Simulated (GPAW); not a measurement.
# Ca3AsP (Pm-3m) in GPAW: convergence with density grid spacing (A)

Aim: find how far density grid spacing (A) must go before the results for Ca3AsP settle, at PBE. This setting moves, with any that are tied to it; all else stays.

All numbers are computed with GPAW 26.7.0; they aren't measurements. Logs are shortened: lines on timing, memory, paths and dates and some standing lists are left out, and cuts for length are marked. The log counts tension as positive stress, the text compression.

### 1 Starting point

Symmetry: Pm-3m, No. 221, cubic system. Conventional cell: a = 5.334 Å, b = 5.334 Å, c = 5.334 Å, α = 90.00°, β = 90.00°, γ = 90.00°. As (site symmetry m-3m) is surrounded by 12 Ca at 3.77 Å. Ca (site symmetry 4/mmm) has 2 P at 2.67 Å as nearest neighbours. P (site symmetry m-3m) has 6 Ca at 2.67 Å as nearest neighbours.

The cell comes from a database or a generator and needn't be the stable form of this composition.

### 2 With density grid spacing (A) 0.24

Contents of run.py:

```python
from ase.dft.bandgap import bandgap
from ase.io import read, write
from ase.units import GPa
from gpaw import GPAW, PW

atoms = read('POSCAR')

calc = GPAW(mode=PW(600),
            h=0.24,
            xc='PBE',
            kpts={'size': (5, 5, 5), 'gamma': True},
            occupations={'name': 'fermi-dirac', 'width': 0.05},
            nbands=34,
            convergence={'density': 1e-05, 'energy': 1e-05},
            maxiter=100,
            txt='gpaw.txt')
atoms.calc = calc
energy = atoms.get_potential_energy()
forces = atoms.get_forces()
stress = atoms.get_stress()
calc.write('gs.gpw')
write('result.traj', atoms)
print(f'Energy: {energy:.6f} eV')
print('Forces (eV/A):')
print(forces.round(4))
print('Stress (GPa):', (stress / GPa).round(3))
print('Fermi level:', round(calc.get_fermi_level(), 4), 'eV')
print(f'Gap: {bandgap(calc)[0]:.4f} eV, direct: {bandgap(calc, direct=True)[0]:.4f} eV')
```

Contents of POSCAR:

```
Ca3AsP
1.0
    5.3338990000      0.0000000000      0.0000000000
    0.0000000000      5.3338990000      0.0000000000
    0.0000000000      0.0000000000      5.3338990000
As Ca P
1 3 1
Direct
    0.0000000000      0.0000000000      0.0000000000
    0.5000000000      0.5000000000      0.0000000000
    0.5000000000      0.0000000000      0.5000000000
    0.0000000000      0.5000000000      0.5000000000
    0.5000000000      0.5000000000      0.5000000000
```

Potentials or basis: GPAW PAW data sets (gpaw-data 1.2.1), pw.

The run is started by

```bash
$ OMP_NUM_THREADS=1 python run.py
```

Run time: 20 s. Hardware: 1 thread of AMD EPYC 7R43 (Zen 3), shared host; peak memory 0.21 GiB.

What came out:

| Quantity | Value |
| --- | --- |
| Free energy | -20.4518 eV |
| Pressure | 0.1 GPa |
| Band gap on the k mesh | 0.20 eV, direct |

### 3 With density grid spacing (A) 0.2

run.py, as its differences from that of step 2:

```diff
@@ -8,3 +8,3 @@
 calc = GPAW(mode=PW(600),
-            h=0.24,
+            h=0.2,
             xc='PBE',
```

POSCAR is that of step 2.

Potentials or basis: GPAW PAW data sets (gpaw-data 1.2.1), pw.

The run is started by

```bash
$ OMP_NUM_THREADS=1 python run.py
```

It took 25 s on 1 thread of AMD EPYC 7R43 (Zen 3), shared host; peak memory 0.21 GiB.

Results:

```yaml
Free_energy: -20.4522 eV
Pressure: 0.1 GPa
Band_gap_on_the_k_mesh: 0.20 eV, direct
```

### 4 With density grid spacing (A) 0.17

run.py, as its differences from that of step 3:

```diff
@@ -8,3 +8,3 @@
 calc = GPAW(mode=PW(600),
-            h=0.2,
+            h=0.17,
             xc='PBE',
```

POSCAR is that of step 3.

The run is started by

```bash
$ OMP_NUM_THREADS=1 python run.py
```

Run time: 22 s. Hardware: 1 thread of AMD EPYC 7R43 (Zen 3), shared host; peak memory 0.23 GiB.

What came out:

```yaml
Free_energy: -20.4516 eV
Pressure: 0.1 GPa
Band_gap_on_the_k_mesh: 0.20 eV, direct
```

### 5 With density grid spacing (A) 0.15

run.py, as its differences from that of step 4:

```diff
@@ -8,3 +8,3 @@
 calc = GPAW(mode=PW(600),
-            h=0.17,
+            h=0.15,
             xc='PBE',
```

POSCAR is that of step 4.

The run is started by

```bash
$ OMP_NUM_THREADS=1 python run.py
```

Run time: 31 s. Hardware: 1 thread of AMD EPYC 7R43 (Zen 3), shared host; peak memory 0.24 GiB.

Results (log left out):

| Property | Result |
| --- | --- |
| Free energy | -20.4513 eV |
| Pressure | 0.1 GPa |
| Band gap on the k mesh | 0.20 eV, direct |

### 6 With density grid spacing (A) 0.13

run.py, as its differences from that of step 5:

```diff
@@ -8,3 +8,3 @@
 calc = GPAW(mode=PW(600),
-            h=0.15,
+            h=0.13,
             xc='PBE',
```

POSCAR is that of step 5.

Potentials or basis: GPAW PAW data sets (gpaw-data 1.2.1), pw.

The run is started by

```bash
$ OMP_NUM_THREADS=1 python run.py
```

It took 42 s on 1 thread of AMD EPYC 7R43 (Zen 3), shared host; peak memory 0.28 GiB.

The run converged. Its results:

| Item | Value |
| --- | --- |
| Free energy | -20.4511 eV |
| Pressure | 0.1 GPa |
| Band gap on the k mesh | 0.20 eV, direct |

### 7 With density grid spacing (A) 0.11

run.py, as its differences from that of step 6:

```diff
@@ -8,3 +8,3 @@
 calc = GPAW(mode=PW(600),
-            h=0.13,
+            h=0.11,
             xc='PBE',
```

POSCAR is that of step 6.

The run is started by

```bash
$ OMP_NUM_THREADS=1 python run.py
```

It took 69 s on 1 thread of AMD EPYC 7R43 (Zen 3), shared host; peak memory 0.35 GiB.

Results (log left out):

| Quantity | Value |
| --- | --- |
| Free energy | -20.4510 eV |
| Pressure | 0.1 GPa |
| Band gap on the k mesh | 0.20 eV, direct |

### 8 With density grid spacing (A) 0.09

run.py, as its differences from that of step 7:

```diff
@@ -8,3 +8,3 @@
 calc = GPAW(mode=PW(600),
-            h=0.11,
+            h=0.09,
             xc='PBE',
```

POSCAR is that of step 7.

Potentials or basis: GPAW PAW data sets (gpaw-data 1.2.1), pw.

The run is started by

```bash
$ OMP_NUM_THREADS=1 python run.py
```

gpaw.txt:

```text
__  _  _
 | _ |_)|_||  |
 |__||  | ||/\| - 26.7.0

Input parameters:
  mode=PW(ecut=600.0),
  convergence={'density': 1e-05, 'energy': 1e-05},
  h=0.09,
  kpts=MonkhorstPack(size=(5, 5, 5), gamma=True),
  maxiter=100,
  nbands=34,
  occupations=Occupations(name='fermi-dirac', width=0.05),
  xc=XC(name='PBE')

Diagonalizing LCAO Hamiltonian
Converting LCAO to pw mode
    .------------.
   /|            |
  / |            |
 *  |            |
 |  |            |
 | Ca    P       |
 |  |  Ca        |
 |  .------------.
 | /     Ca     /
 |/            /
 As-----------*

Atoms  # Å, Bohr magnetons
|   | symbol |        x |        y |        z |    initial magnetic moments |
|---|--------|----------|----------|----------|-----------------------------|
| 0 |     As | 0.000000 | 0.000000 | 0.000000 | ( 0.0000,  0.0000,  0.0000) |
| 1 |     Ca | 2.666949 | 2.666949 | 0.000000 | ( 0.0000,  0.0000,  0.0000) |
| 2 |     Ca | 2.666949 | 0.000000 | 2.666949 | ( 0.0000,  0.0000,  0.0000) |
| 3 |     Ca | 0.000000 | 2.666949 | 2.666949 | ( 0.0000,  0.0000,  0.0000) |
| 4 |      P | 2.666949 | 2.666949 | 2.666949 | ( 0.0000,  0.0000,  0.0000) |

Unit cell  # Å
| periodic |        x |        y |        z |  lengths |    angles |
|----------|----------|----------|----------|----------|-----------|
|      yes | 5.333899 | 0.000000 | 0.000000 | 5.333899 | 90.000000 |
|      yes | 0.000000 | 5.333899 | 0.000000 | 5.333899 | 90.000000 |
|      yes | 0.000000 | 0.000000 | 5.333899 | 5.333899 | 90.000000 |

Number of symmetries: 48
Symmetry operations  # r_c * U_cc + t_c -> r_c
|    | kind |            matrix            |
|----|------|------------------------------|
|  0 |  E   |  1, 0, 0,  0, 1, 0,  0, 0, 1 |
|  1 |  σ   |  1, 0, 0,  0, 1, 0,  0, 0,-1 |
|  2 |  σ   |  1, 0, 0,  0, 0, 1,  0, 1, 0 |
|  3 |  C4  |  1, 0, 0,  0, 0, 1,  0,-1, 0 |
|  4 |  C4  |  1, 0, 0,  0, 0,-1,  0, 1, 0 |
|  5 |  σ   |  1, 0, 0,  0, 0,-1,  0,-1, 0 |
|  6 |  σ   |  1, 0, 0,  0,-1, 0,  0, 0, 1 |
|  7 |  C2  |  1, 0, 0,  0,-1, 0,  0, 0,-1 |
|  8 |  σ   |  0, 1, 0,  1, 0, 0,  0, 0, 1 |
[... 181 lines left out ...]
  ecut: 4800.0  # eV

xc functional:
  name: PBE with 2 nearest neighbor stencil

convergence criteria:
- Maximum integral of absolute [dens]ity change: 1e-05 electrons / valence electron
- Maximum [total energy] change in last 3 cyles: 1e-05 eV / valence electron
- Maximum integral of absolute [eigenst]ate change: 4e-08 eV^2 / valence electron
maximum number of iterations: 100

SCF iterations
|iter     | |      energy | eigst |  dens |
|---------|-|-------------|-------|-------|
|iter:   1| |  -21.189332 | +0.37 |       |
|iter:   2| |  -21.253538 | -1.13 | -1.05 |
|iter:   3| |  -20.663042 | -1.42 | -1.11 |
|iter:   4| |  -20.481227 | -2.71 | -1.34 |
|iter:   5| |  -20.449188 | -3.07 | -1.59 |
|iter:   6| |  -20.450378 | -3.72 | -2.01 |
|iter:   7| |  -20.450417 | -5.05 | -2.86 |
|iter:   8| |  -20.450419c| -6.01 | -3.31 |
|iter:   9| |  -20.450420c| -7.36 | -4.03 |
|iter:  10| |  -20.450420c| -7.60c| -4.65 |
|iter:  11| |  -20.450420c| -8.42c| -5.44c|

Converged in 11 steps
Energy contributions relative to reference atoms: (reference = -126338.494955)

Energy contributions:
  Kinetic:          17.642892
  Coulomb:          -9.642303
  Zero:             -1.650159
  External:          0.000000
  Xc:              -26.800343
  Entropy:          -0.001014
  Spinorbit:         0.000000
  ----------------------------
  Free energy:     -20.450927
  Extrapolated:    -20.450420

dipole moment: (-35.285787, -35.285787, -35.285787)  # |e|*Ang

Fermi level: 4.108
Eigenvalues  # (at kpt = [0.000, 0.000, 0.000])
| band index |      eig [eV] | occ [0-2] |
|------------|---------------|-----------|
|          0 |       -37.161 |     2.000 |
|        ... |               |           |
|         12 |        -5.998 |     2.000 |
|         13 |        -5.004 |     2.000 |
|         14 |         2.251 |     2.000 |
|         15 |         2.251 |     2.000 |
|         16 |         2.251 |     2.000 |
|         17 |         3.978 |     1.862 |
[... 8 lines left out ...]
|         26 |         7.523 |     0.000 |
|         27 |         7.523 |     0.000 |
|        ... |               |           |
|         33 |        10.242 |     0.000 |

Gap: 0.197 eV
Transition (v -> c):
  (s=0, k=0, n=19, [0.00, 0.00, 0.00]) -> (s=0, k=0, n=20, [0.00, 0.00, 0.00])
No difference between direct/indirect transitions

Forces  # eV/Ang
|        x |        y |        z |
|----------|----------|----------|
|  0.00000 |  0.00000 |  0.00000 |  # As   0
|  0.00000 |  0.00000 | -0.00000 |  # Ca   1
|  0.00000 | -0.00000 |  0.00000 |  # Ca   2
| -0.00000 |  0.00000 |  0.00000 |  # Ca   3
|  0.00000 |  0.00000 |  0.00000 |  # P    4

Stress tensor  # eV/Ang^3
|         x |         y |         z |
|-----------|-----------|-----------|
| -0.000426 |  0.000000 |  0.000000 |
|  0.000000 | -0.000426 |  0.000000 |
|  0.000000 |  0.000000 | -0.000426 |

# Writing to gs.gpw (mode='')
```

stdout:

```text
Energy: -20.450420 eV
Forces (eV/A):
[[ 0.  0.  0.]
 [ 0.  0. -0.]
 [ 0. -0.  0.]
 [-0.  0.  0.]
 [ 0.  0.  0.]]
Stress (GPa): [-0.068 -0.068 -0.068  0.     0.     0.   ]
Fermi level: 4.1079 eV
Gap: 0.1975 eV, direct: 0.1975 eV
```

Run time: 96 s. Hardware: 1 thread of AMD EPYC 7R43 (Zen 3), shared host; peak memory 0.5 GiB.

Results:

```yaml
Free_energy: -20.4509 eV
Pressure: 0.1 GPa
Band_gap_on_the_k_mesh: 0.20 eV, direct
```

### 9 The series at a glance

```csv
density grid spacing (A),"energy less the tightest run, at zero smearing (meV/atom)",SCF cycles,CPU time (s),peak memory (GiB)
0.24,-0.18,11,20,0.21
0.2,-0.26,11,25,0.21
0.17,-0.13,11,22,0.23
0.15,-0.08,11,31,0.24
0.13,-0.04,11,42,0.28
0.11,-0.02,11,69,0.35
0.09,0.00,11,96,0.5
```

Against the tightest run, the energy stays within 1 meV/atom from 0.24 on. The tightest run that finished is the yardstick and may itself not be fully converged.
